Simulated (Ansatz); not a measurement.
# C3H4F2 (SMILES FC1CC1F): B3LYP/6-31G(d) (spherical functions)

Aim: the electronic atomisation energy of C3H4F2 at B3LYP/6-31G* (spherical functions), from 4 runs. 

The calculation is run with Ansatz 0.2.0.

50 further runs of the same task are left out: 50 set aside as unsound or not needed. Runs told in other sessions of the task aren't counted.

## 1. The molecule

C3H4F2: 9 atoms, total charge 0, spin state singlet. SMILES: `FC1CC1F`. The coordinates come from a PBE0-D4/def2-TZVP relaxation.

Bond lengths: F1–C2 1.356 Å, C2–C3 1.495 Å, C2–C4 1.489 Å, C3–C4 1.495 Å, C4–F5 1.356 Å, C2–H6 1.084 Å, C3–H7 1.083 Å, C3–H8 1.084 Å, C4–H9 1.084 Å. Some angles: F1–C2–C3 117.2°, F1–C2–C4 117.5°, C3–C2–C4 60.1°, C2–C3–C4 59.7°, C2–C4–C3 60.1°, C2–C4–F5 117.4°, C3–C4–F5 117.2°, F1–C2–H6 112.2°, C3–C2–H6 120.8°, C4–C2–H6 119.9°.

## 2. A single-point energy at B3LYP/6-31G(d) (spherical functions)

Input file job.yaml:

```yaml
crystal:
  periodic: [false, false, false]
  atoms:
    - {symbol: F, position_ang: [-0.169600, 1.608000, -1.012600]}
    - {symbol: C, position_ang: [0.216800, 0.825500, 0.025400]}
    - {symbol: C, position_ang: [0.580500, -0.591100, -0.284000]}
    - {symbol: C, position_ang: [-0.696000, -0.279700, 0.428900]}
    - {symbol: F, position_ang: [-1.848900, -0.425100, -0.270300]}
    - {symbol: H, position_ang: [0.755400, 1.385300, 0.781900]}
    - {symbol: H, position_ang: [1.394400, -1.070200, 0.245000]}
    - {symbol: H, position_ang: [0.461700, -0.872500, -1.323800]}
    - {symbol: H, position_ang: [-0.820200, -0.522400, 1.478400]}
basis:
  gaussian:
    orbitals: 6-31G_st_-spherical.json
hamiltonian:
  xc: {name: B3LYP}
accuracy: high
output: {orbitals: {seedname: orbitals}}
```

The basis set 6-31G* is read from a file made from the Basis Set Exchange's data (not shown).

On the command line:

```
$ ansatz run job.yaml --threads 1 --pin off --max-ram 2610MiB --events-out events.jsonl --progress --plain --runs-dir runs
```

What it wrote:

```text
Warning: RAYON_NUM_THREADS=1 ignored (pool sized by the plan → 1); use --threads N
Functional definition: B3LYP
  name "B3LYP"
  parameter a0 = 0.2
  parameter ax = 0.72
  parameter ac = 0.81
  exchange = (1 - a0 - ax)*slater_x + ax*b88_x + a0*exact_x
  correlation = (1 - ac)*vwn_rpa_c + ac*lyp_c
1883 factors; integrals over basis functions are off by at most 3.5e-9 eV
mean field evaluation 1: about -8604.4828 eV, gradient 3.9e1 eV
mean field evaluation 2: about -8604.3644 eV, gradient 4.0e1 eV
mean field evaluation 4: about -8607.7766 eV, gradient 1.1e0 eV
mean field evaluation 8: about -8607.9922 eV, gradient 3.2e-1 eV
mean field evaluation 16: about -8607.9924 eV, gradient 4.9e-6 eV
mean field -8607.99242438 eV, -316.3378868892 hartree, gradient 2.3e-8 eV, S^2 0.000000; 0 other end points of the search recorded, 0 dependent functions left out
reference -8607.99245273 eV, -316.3378879309 hartree; 20, 20 occupied and 58, 58 virtual orbitals, 1883 factors
Total energy: -8607.99245273 eV, -316.3378879309 hartree
```

It took 6.9 s on 1 thread of Arm Neoverse V2, shared host; peak memory 0.25 GiB.

## 3. The C atom at the same level

Input file job.yaml:

```yaml
basis:
  gaussian: {orbitals: 6-31G_st_-spherical.json}
crystal:
  periodic: [false, false, false]
  atoms:
    - {symbol: C, position_ang: [0.000000, 0.000000, 0.000000]}
accuracy: high
magnetization: {spin_polarized: true, initial_magnetization: 2}
hamiltonian: {xc: {name: B3LYP}}
```

The basis set 6-31G* is read from a file made from the Basis Set Exchange's data (not shown).

On the command line:

```
$ ansatz run job.yaml --threads 1 --pin off --max-ram 2610MiB --events-out events.jsonl --progress --plain --runs-dir runs
```

What it wrote:

```text
Warning: RAYON_NUM_THREADS=1 ignored (pool sized by the plan → 1); use --threads N
Functional definition: B3LYP
  name "B3LYP"
  parameter a0 = 0.2
  parameter ax = 0.72
  parameter ac = 0.81
  exchange = (1 - a0 - ax)*slater_x + ax*b88_x + a0*exact_x
  correlation = (1 - ac)*vwn_rpa_c + ac*lyp_c
96 factors; integrals over basis functions are off by at most 1.1e-9 eV
mean field evaluation 1: about -1029.7320 eV, gradient 3.6e0 eV
mean field evaluation 2: about -1029.7994 eV, gradient 1.0e0 eV
mean field evaluation 4: about -1029.8062 eV, gradient 2.3e-1 eV
mean field evaluation 8: about -1029.8066 eV, gradient 6.7e-6 eV
mean field -1029.80656969 eV, -37.8446934081 hartree, gradient 9.8e-9 eV, S^2 2.001951; 0 other end points of the search recorded, 0 dependent functions left out
reference -1029.80658741 eV, -37.8446940593 hartree; 4, 2 occupied and 10, 12 virtual orbitals, 96 factors
Total energy: -1029.80658741 eV, -37.8446940593 hartree
```

Wall time 0.28 s (1 thread of Arm Neoverse V2, shared host).

## 4. The F atom

Input file molecule.yaml:

```yaml
basis:
  gaussian:
    orbitals: 6-31G_st_-spherical.json
crystal:
  periodic: [false, false, false]
  atoms:
    - {symbol: F, position_ang: [0.000000, 0.000000, 0.000000]}
magnetization:
  spin_polarized: true
  initial_magnetization: 1
hamiltonian:
  xc: {name: B3LYP}
accuracy: high
```

The basis set 6-31G* is read from a file made from the Basis Set Exchange's data (not shown).

Run the same way, it converges to -99.71458 Eh (log not shown).

## 5. The H atom, same level

Input file in.yaml:

```yaml
crystal:
  periodic: [false, false, false]
  atoms:
    - {symbol: H, position_ang: [0.000000, 0.000000, 0.000000]}
basis:
  gaussian: {orbitals: "6-31G*"}
accuracy: high
magnetization: {spin_polarized: true, initial_magnetization: 1}
hamiltonian: {xc: {name: B3LYP}}
```

Run the same way, it converges to -0.50027 Eh (log not shown).

## 6. Outcome

Level: B3LYP/6-31G* (spherical functions).

```
                     quantity          value
       molecule: total energy  -316.33789 Eh
        molecule: HOMO energy       -7.55 eV
        molecule: LUMO energy        1.72 eV
      molecule: HOMO–LUMO gap        9.27 eV
         C atom: total energy   -37.84469 Eh
                 C atom: ⟨S²⟩          2.002
         F atom: total energy   -99.71458 Eh
                 F atom: ⟨S²⟩          0.751
         H atom: total energy    -0.50027 Eh
                 H atom: ⟨S²⟩          0.750
electronic atomisation energy      37.376 eV
```

In words: Taking the molecule apart into free atoms costs 37.38 eV (862 kcal/mol), before zero-point energy and without spin-orbit coupling.
